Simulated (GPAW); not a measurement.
Crystal: CsLiCr2Te2S3.

```xyz
9
Lattice="3.3193 1.9164 6.8798 -3.3193 1.9164 6.8798 0.0000 -3.8328 6.8798" Properties=species:S:1:pos:R:3 pbc="T T T"
Cs    0.0000    0.0000    0.0000
Li    0.0000    0.0000   10.3197
Cr    0.0000    0.0000   16.4802
Cr    0.0000    0.0000    4.1593
Te    0.0000    0.0000   14.0328
Te    0.0000    0.0000    6.6067
S    -2.4147    0.0000   10.3197
S     1.2074   -2.0912   10.3197
S     1.2074    2.0912   10.3197
```

The cell was built by a generator and needn't be a form met in nature.

Base run:

```yaml
Program: GPAW 26.7.0
Functional: PBE
Potentials_or_basis: GPAW PAW data sets (gpaw-data 1.2.1)
Cutoff: 800 eV
Basis: pw
k_mesh: 4 × 4 × 4
Occupations: fermi-dirac, width 0.05 eV
Spin: collinear spin, ferromagnetic start
Starting_moments: "[0.0, 0.0, 3.0, 3.0, 0.0, 0.0, 0.0, 0.0, 0.0] μB"
Hubbard_terms: Cr d U = 2 eV
```

Its results: pressure 2.2 GPa; net moment 4.07 μB per cell; site moments Cs -0.01; Li +0.00; Cr +2.82; Te -0.35; S -0.15 μB; largest force 0.736 eV/Å.

Q: The run is repeated on the same cell with these changes: hubbard terms from Cr d U = 2 eV to none. What comes out?

A: Pressure 0.2 GPa; net moment 4.00 μB per cell; site moments Cs -0.01; Li +0.01; Cr +2.24; Te -0.20; S -0.07 μB; largest force 0.113 eV/Å.

Caveats: only a ferromagnetic start was run, and an antiferromagnetic order may lie lower in energy.
